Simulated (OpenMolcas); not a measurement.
**Ni³⁺ among point charges: CASSCF and CASPT2 levels and susceptibility**

How does a field of 8 point charges split the states of Ni³⁺, and what χT follows?

Program: OpenMolcas 26.06. Level of theory: state-averaged CASSCF and CASPT2, spin-orbit coupling by RASSI with atomic mean-field integrals. These are calculated values, not measurements, unless marked.

## Step 1: What is computed

```
Species                           : Ni³⁺ (nickel, Z = 28, 25 electrons)
Basis                             : ANO-RCC-VDZP [5s4p2d1f], 34 functions
Scalar Hamiltonian                : DKH2, point nucleus
Inactive shells                   : 1s 2s 2p 3s 3p
Active space                      : 7 electrons in 5 orbitals (3d)
Some configurations of this space : 3d⁷
Orbitals                          : optimised for each spin and parity, averaged over all roots
```

Outer shells as boxes (Hund's rule):

3d7
```
3d [↑↓][↑↓][↑ ][↑ ][↑ ]
```

The ion sits among 8 point charges of -1.28 e arranged as a cube (Oh), 1.7 Å from the ion.

Each step is its own input file, run in one work folder so that later steps find the files of earlier ones. Labels, J, g values, rates, χT and fits are worked out afterwards by a script from the matrices that RASSI stores. The input lists half of the charges; inversion (Group=XYZ) makes the rest.

## Step 2: GATEWAY and SEWARD: basis and integrals

The input, a.inp:

```
&GATEWAY
Coord
1

Ni 0.0 0.0 0.0
Basis=ANO-RCC-VDZP
Group=XYZ
NoMove
AngMom=0.0 0.0 0.0
AMFI
XField
4 Angstrom 0
0.981495 0.981495 0.981495 -1.280000
0.981495 0.981495 -0.981495 -1.280000
0.981495 -0.981495 0.981495 -1.280000
0.981495 -0.981495 -0.981495 -1.280000
&SEWARD
```

## Step 3: CASSCF: quartets of even parity, 10 roots

The input, a.inp:

```
&RASSCF
FileOrb=start.orb
Symmetry=1
Spin=4
nActEl=7 0 0
Inactive=3 6
Ras2=5 0
CIRoot=10 10 1
SDav=10
CIMx=300
Iter=120 100
PrWF=0.3
OrbListing=Nothing
MaxOrb=0
>>> COPY $Project.JobIph JOB001
```

start.orb holds the contracted functions of the basis, ordered by shell, or the orbitals of the step before.

## Step 4: Reference wave functions, doublets of even parity, 40 roots

The input, a.inp:

```
&RASSCF
FileOrb=start.orb
Symmetry=1
Spin=2
nActEl=7 0 0
Inactive=3 6
Ras2=5 0
CIRoot=40 40 1
SDav=40
CIMx=300
Iter=120 100
PrWF=0.3
OrbListing=Nothing
MaxOrb=0
>>> COPY $Project.JobIph JOB002
```

## Step 5: State interaction with spin-orbit coupling

The input, a.inp:

```
&RASSI
NrOfJobIphs=2 10 40
1 2 3 4 5 6 7 8 9 10
1 2 3 4 5 6 7 8 9 10 11 12 13 14 15 16 17 18 19 20 21 22 23 24 25 26 27
28 29 30 31 32 33 34 35 36 37 38 39 40
IphNames
JOB001
JOB002
EJob
SpinOrbit
DIPRint=1.0
SOCoupling=1000.0
Subsets=2
Property=9
'ANGMOM' 1 'ANGMOM' 2 'ANGMOM' 3 'MLTPL  1' 1 'MLTPL  1' 2 'MLTPL  1' 3
'AMFI' 1 'AMFI' 2 'AMFI' 3
SOProperty=3
'ANGMOM' 1 'ANGMOM' 2 'ANGMOM' 3
```

## Step 6: CASPT2: IPEA 0.25, imaginary shift 0.1 (closed shells correlated: 3s 3p)

The input, a.inp:

```
>>> COPY JOB001 $Project.JobIph
&CASPT2
Multistate=10 1 2 3 4 5 6 7 8 9 10
NoMult
Frozen=2 3
IPEA=0.25
Imaginary=0.1
MaxIter=60
WThr=0.0 0.3 0.05
PrWF=0.5
NoMix
>>> COPY JOB002 $Project.JobIph
&CASPT2
Multistate=40 1 2 3 4 5 6 7 8 9 10 11 12 13 14 15 16 17 18 19 20 21 22
23 24 25 26 27 28 29 30 31 32 33 34 35 36 37 38 39 40
NoMult
Frozen=2 3
IPEA=0.25
Imaginary=0.1
MaxIter=60
WThr=0.0 0.3 0.05
PrWF=0.5
NoMix
```

(Steps that only read results are left out.)

**Question.** What will these runs give? Wanted: spin-free ground state; first state of the same spin within the active space; lowest level; next level.

The runs gave:

| quantity | value |
| --- | --- |
| method | SS-CASPT2, IPEA 0.25, imaginary shift 0.1 (closed shells correlated: 3s 3p) |
| spin-free ground state | 4A2, 1-fold in its orbital part |
| first state of the same spin within the active space | 4T2 at 3980 cm⁻¹ |
| lowest level | 4-fold Γ8 |
| next level | 3730.0 cm⁻¹ |
| χT at 300 K | 2.96 cm³ K/mol |
| effective moment at 300 K | 4.86 μB |

Cost by method:

```tsv
method	time of its own steps	time with the reference
A. CASSCF	7 s	7 s
B. SS-CASPT2, IPEA 0.25, imaginary shift 0.1, +3s 3p	1.7 s	8.7 s
```

Times are of one thread on a shared host.

**Reading.** The spin-free ground state (4A2) comes to 100 % from free-ion F terms and keeps the highest spin of the shell. χT at 300 K is 2.96, against 1.88 cm³ K/mol for the spin alone, so orbital moment adds to it. CASPT2 does not keep the components of a term degenerate, and the means are used. The field of point charges can differ much from that of real complexes. With metal d orbitals alone active, the gaps between spin states are rough; where two lie within a few thousand cm-1, their order is open. Point charges carry no covalency, so the field is a model and not that of real ligands.
